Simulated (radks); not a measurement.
# As³⁺ in [Ne] 3s2 3p5 3d10 4s2 4d1: an all-electron calculation

The task here is to estimate one member of a computed series from the others.

Method: scalar-relativistic Kohn-Sham, r2SCAN, spin-unpolarised, spherical densities, finite nucleus. Code: radks (a radial shooting solver on a logarithmic mesh, Libxc functionals) version 1.

## What is computed

```
element            : arsenic (Z = 33)
charge             : +3
electrons          : 30
configuration      : [Ne] 3s2 3p5 3d10 4s2 4d1
nuclear rms radius : 4.0968 fm
```

The outer shells:

As³⁺
```
[Ne] core
3s [↑↓]
3p [↑↓][↑↓][↑ ]
3d [↑↓][↑↓][↑↓][↑↓][↑↓]
4s [↑↓]
4d [↑ ][  ][  ][  ][  ]
```

The first run:

Input:

```text
Z 33
configuration [Ne] 3s2 3p5 3d10 4s2 4d1 4p0 5s0
relativity scalar-relativistic
functional r2scan,r2scan
spin unpolarised
nucleus finite rms 4.0968 fm
c 137.035999084
```

Run with:

```sh
> python run_ks.py task.json out
```

All runs below come from this command, one after another.

One of the session's tables, all rows but one given; the rest of the session is left out.

It belongs to the step «Shells». Radial moments (bohr):

```
level      <r>  outermost maximum (interpolated)  90 % within  nodes
   1s  0.04550                            0.0297       0.0813      0
   2s   0.2024                             0.170        0.313      1
   2p   0.1771                             0.136        0.289      0
   3s   0.5920                             0.519        0.881      2
   3p        ?                                 ?            ?      ?
   3d   0.6447                             0.472         1.06      0
   4s    1.664                              1.48         2.42      3
   4p    1.894                              1.66         2.79      2
   4d    2.644                              2.27         3.97      1
   5s    3.707                              3.53         5.23      4
```

**Question.** Estimate the row for 3p.

The run gave: <r>: 0.6081; outermost maximum (interpolated): 0.518; 90 % within: 0.928; nodes: 1. In the column «<r>» it lies between 3s (0.5920) and 3d (0.6447).
